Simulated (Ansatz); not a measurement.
Geometry optimisation, DFT PBE, scalar-relativistic, plane waves, PAW (Ansatz).

Input:

```yaml
crystal:
  lattice:
    - [9.035752, 0.0, 0.0]
    - [0.0, 9.035752, 0.0]
    - [0.0, 0.0, 9.035752]
  atoms:
    - { symbol: Sr, position: [0.0, 0.0, 0.0] }
    - { symbol: Ca, position: [0.25, 0.25, 0.25] }
    - { symbol: Ca, position: [0.75, 0.75, 0.75] }
    - { symbol: Ca, position: [0.5, 0.5, 0.5] }
    - { symbol: Sr, position: [0.5, 0.5, 0.0] }
    - { symbol: Ca, position: [0.75, 0.75, 0.25] }
    - { symbol: Ca, position: [0.25, 0.25, 0.75] }
    - { symbol: Ca, position: [0.0, 0.0, 0.5] }
    - { symbol: Sr, position: [0.5, 0.0, 0.5] }
    - { symbol: Ca, position: [0.75, 0.25, 0.75] }
    - { symbol: Ca, position: [0.25, 0.75, 0.25] }
    - { symbol: Ca, position: [0.0, 0.5, 0.0] }
    - { symbol: Sr, position: [0.0, 0.5, 0.5] }
    - { symbol: Ca, position: [0.25, 0.75, 0.75] }
    - { symbol: Ca, position: [0.75, 0.25, 0.25] }
    - { symbol: Ca, position: [0.5, 0.0, 0.0] }
    - { symbol: B, position: [0.3726872, 0.7488898, 0.5011021] }
basis:
  ecutwfc: 420.0
kpoints:
  mp_grid: { grid: [1, 1, 1] }
hamiltonian:
  xc: pbe
scf:
  occupations: { method: fermi_dirac, width: 0.05 }
  lower_state_search: "off"
relax:
  f_tol: 0.08
  max_steps: 25
  adjacent_minimum: "off"
```

Launched with:

```bash
$ ansatz run input.yaml --threads 1 --pin off --max-ram 3072MiB --backend cpu --events-out ev --progress --plain --runs-dir out
```

Q: Where does it end, and by what steps?

A: It converged. The threshold is loose, so the end isn't yet a minimum. The force dipped under the threshold on the way, but the program's further checks kept it going. Limits of this set-up: coarse k mesh, odd electron count without spin. After 6 steps the energy has fallen by 0.327 eV; B17 moved furthest, 0.58 Å. Joined: Sr13–B17.

```csv
step,energy less start (eV),largest force component (eV/Å),accepted
0,0.0000,0.644,yes
1,-0.1237,0.228,yes
2,-0.2321,0.108,yes
3,-0.2974,0.139,yes
4,-0.2997,0.146,yes
5,-0.3274,0.040,yes
6,-0.3274,0.040,yes
```

```xyz
17
Lattice="9.0358 0.0000 0.0000 0.0000 9.0358 0.0000 0.0000 0.0000 9.0358" Properties=species:S:1:pos:R:3
Sr -0.137 -0.012 0.000
Ca 2.182 2.292 2.158
Ca 6.670 6.796 6.668
Ca 4.500 4.419 4.518
Sr 4.671 4.404 0.000
Ca 6.670 6.796 2.369
Ca 2.182 2.292 6.879
Ca 0.188 -0.128 4.518
Sr 4.308 -0.050 4.519
Ca 6.939 2.252 6.506
Ca 2.345 6.837 2.032
Ca -0.092 4.634 0.000
Sr 0.340 4.816 4.519
Ca 2.345 6.839 7.005
Ca 6.939 2.251 2.531
Ca 4.615 0.136 0.001
B 2.917 6.408 4.519
```

Whether the end is a true minimum wasn't checked by a vibrational analysis.

Time of the run: 27 s on 1 thread of Arm Neoverse V2, on a shared host, peak memory 0.6 GiB.
